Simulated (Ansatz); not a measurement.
**GeH8N2Si: a ladder of functionals and wavefunction methods**

One table from this session's results is given with a row withheld; the runs are named, their logs left out.

The runs use Ansatz 0.2.0, Gaussian basis; functionals in def2-TZVPP, the program's frozen cores in correlated methods.

Plan: PBE-D4, r2SCAN-D4, PBE0-D4, B3LYP-D4, ωB97X-V, ωB97M-V, B2PLYP; CCSD(T)/def2-TZVPP; MP2/def2-QZVPP; extrapolation to the limit.

### Structure used throughout

All runs share one geometry, relaxed beforehand with PBE0-D4 in a triple-zeta def2 set.

SMILES `N[SiH2][GeH2][NH2]`, 12 atoms, charge 0, spin multiplicity 1.

Atoms are counted from 1 here; the program's logs count them from 0.

Bond lengths: N1–Si2 1.729 Å, N1–H5 1.008 Å, N1–H6 1.008 Å, Si2–Ge3 2.391 Å, Si2–H7 1.498 Å, Si2–H8 1.489 Å, Ge3–N4 1.855 Å, Ge3–H9 1.541 Å, Ge3–H10 1.544 Å, N4–H11 1.013 Å, N4–H12 1.012 Å. Angles: Si2–N1–H5 119.2°, Si2–N1–H6 119.0°, H5–N1–H6 110.3°, N1–Si2–Ge3 107.0°, N1–Si2–H7 115.5°, N1–Si2–H8 106.7°, Ge3–Si2–H7 110.6°, Ge3–Si2–H8 110.2°, H7–Si2–H8 106.7°, Si2–Ge3–N4 113.2°, Si2–Ge3–H9 112.1°, Si2–Ge3–H10 110.1°, N4–Ge3–H9 106.3°, N4–Ge3–H10 106.1°, H9–Ge3–H10 108.8°, Ge3–N4–H11 112.1°, Ge3–N4–H12 112.1°, H11–N4–H12 107.2°.

Set-up of the first run:

in.yaml reads:

```yaml
crystal:
  periodic: [false, false, false]
  atoms:
    - {symbol: N, position_ang: [-1.362191, 1.265895, -0.833645]}
    - {symbol: Si, position_ang: [-0.992365, 0.552698, 0.697219]}
    - {symbol: Ge, position_ang: [1.212024, -0.357724, 0.528451]}
    - {symbol: N, position_ang: [1.364790, -1.663893, -0.779955]}
    - {symbol: H, position_ang: [-2.322657, 1.472803, -1.059961]}
    - {symbol: H, position_ang: [-0.755326, 1.983706, -1.197923]}
    - {symbol: H, position_ang: [-1.095515, 1.468588, 1.877665]}
    - {symbol: H, position_ang: [-1.984611, -0.536848, 0.911507]}
    - {symbol: H, position_ang: [1.671114, -1.010171, 1.846355]}
    - {symbol: H, position_ang: [2.215431, 0.751839, 0.145979]}
    - {symbol: H, position_ang: [0.989297, -1.357513, -1.669116]}
    - {symbol: H, position_ang: [0.877808, -2.514579, -0.527077]}
basis:
  gaussian: {orbitals: def2-TZVPP}
hamiltonian: {xc: pbe, dispersion: d4}
output: {forces: true, orbitals: {seedname: orbitals}}
```

Command:

```sh
ansatz run in.yaml --threads 4 --pin off --events-out ev --progress --plain --max-ram 10444MiB
```

Among the steps run: PBE-D4 (GGA); r2SCAN-D4 (meta-GGA); PBE0-D4 (hybrid); B3LYP-D4 (hybrid); ωB97X-V (range-separated); ωB97M-V (range-separated); B2PLYP (double hybrid); CCSD(T) in def2-TZVPP; MP2 in def2-QZVPP.

One table of the session follows, with a row left open; its other results are not shown here.

```
            method  atomisation energy (eV)
            PBE-D4                   38.587
         r2SCAN-D4                   38.197
           PBE0-D4                   38.035
          B3LYP-D4                   38.494
           ωB97X-V                   38.748
           ωB97M-V                   38.440
            B2PLYP                   37.928
     HF/def2-TZVPP                   26.609
    MP2/def2-TZVPP                   37.341
   CCSD/def2-TZVPP                   36.913
CCSD(T)/def2-TZVPP                        ?
           MP2/CBS                   38.476
       CCSD(T)/CBS                   38.547
```

**Question.** Estimate the row for CCSD(T)/def2-TZVPP.

**Answer.** atomisation energy (eV): 37.412. In the column «atomisation energy (eV)» it lies between MP2/def2-TZVPP (37.341) and B2PLYP (37.928).

To keep in mind: Free atoms (2 N, 1 Si, 1 Ge, 8 H) were run apart at each level; the atomisation energy is their sum less the molecule, without zero-point or spin-orbit terms.
